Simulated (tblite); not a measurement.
# C6H14BNSi: the cost of one run

Programs: tblite 0.8.0 and PySCF 2.14.0, with density-fitted response routines of our own. Each step states its level of theory. These are calculated values for one molecule in the gas phase, unless marked as measured. Atoms count from 0, in the outputs and in this text.

**1. Starting geometry**

23 atoms, charge 0, multiplicity 1; geometry from: force field or distance geometry start.

Bonds of the start (Å): B0–N1 1.50, N1–C2 1.42, C2–C3 1.46, C3–C4 1.50, C4–C5 1.48, C5–C6 1.35, C3–C7 1.48, C7–Si8 1.88, Si8–N1 1.79, B0–H9 1.18, B0–H10 1.19, C2–H11 1.13, C2–H12 1.11, C3–H13 1.12, C4–H14 1.09, C4–H15 1.12, C5–H16 1.10, C6–H17 1.09, C6–H18 1.10, C7–H19 1.10, C7–H20 1.11, Si8–H21 1.47, Si8–H22 1.46.

**2. Geometry optimisation with GFN2-xTB**

Job settings and geometry (Å):

```
{"job": {"kind": "relax", "xc": "GFN2-xTB", "basis": "xTB"}, "charge": 0, "multiplicity": 1}
B     -3.426300    -0.016600    -0.214000
N     -2.011400    -0.464100     0.030700
C     -1.111400    -0.274600    -1.050600
C      0.165300     0.333700    -0.693600
C      1.270800    -0.684400    -0.719300
C      2.576300    -0.081000    -0.355200
C      3.234100    -0.574200     0.710600
C      0.177300     1.055900     0.598200
Si    -1.281800     0.278900     1.483800
H     -3.792000     1.103600    -0.108800
H     -4.264900    -0.841800    -0.418000
H     -0.901200    -1.307500    -1.456600
H     -1.651600     0.225400    -1.886200
H      0.426400     1.082700    -1.485600
H      1.075900    -1.489800    -0.005000
H      1.327900    -1.065700    -1.769400
H      3.006300     0.750400    -0.927200
H      4.193200    -0.182900     1.035600
H      2.780700    -1.402000     1.276000
H      0.029800     2.148400     0.528300
H      1.087300     0.806000     1.181600
H     -2.136100     1.321700     2.074600
H     -0.779200    -0.695000     2.453200
```

Started as:

```bash
OMP_NUM_THREADS=1 python probes_run.py task.json out
```

This one command runs all jobs of the session in turn.

Q: Estimate the wall time and peak memory of this first job on 1 thread of Arm Neoverse N1, shared host.

About 2.8 s, with a peak of 0.18 GiB.
